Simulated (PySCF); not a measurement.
# C5H4F2O: the cost of one run

Computed with PySCF 2.14.0 and routines of our own; the level stands in each step. Atoms count from 0.

### 1 The system as given

12 atoms, charge 0, multiplicity 1; geometry from: GFN2-xTB.

### 2 Relaxing the molecule at PBE0-D3(BJ)/def2-SVP

What the job is given:

```
{"job": {"xc": "PBE0", "basis": "def2-SVP", "d3": "d3bj", "grid": 1, "kind": "geom"}, "charge": 0, "multiplicity": 1}
O     -1.336117     2.159620     0.013062
C     -0.617184     1.199503     0.017058
C      0.822787     1.142873     0.268405
C      1.238832    -0.121944     0.187613
F      2.488222    -0.539761     0.344807
C      0.176880    -1.122856    -0.122934
C     -1.076081    -0.255693    -0.270264
F     -2.043305    -0.631127     0.629798
H      1.415909     2.009828     0.491169
H      0.417259    -1.691299    -1.023102
H      0.053919    -1.831793     0.699737
H     -1.539924    -0.318037    -1.261375
```

Started as:

```
$ OMP_NUM_THREADS=1 python excited_run.py task.json out
```

This one command runs all jobs of the session in turn.

Q: Estimate the wall time and peak memory of this first job on 1 thread of Arm Neoverse N1, shared host.

About 94 s, with a peak of 0.56 GiB.
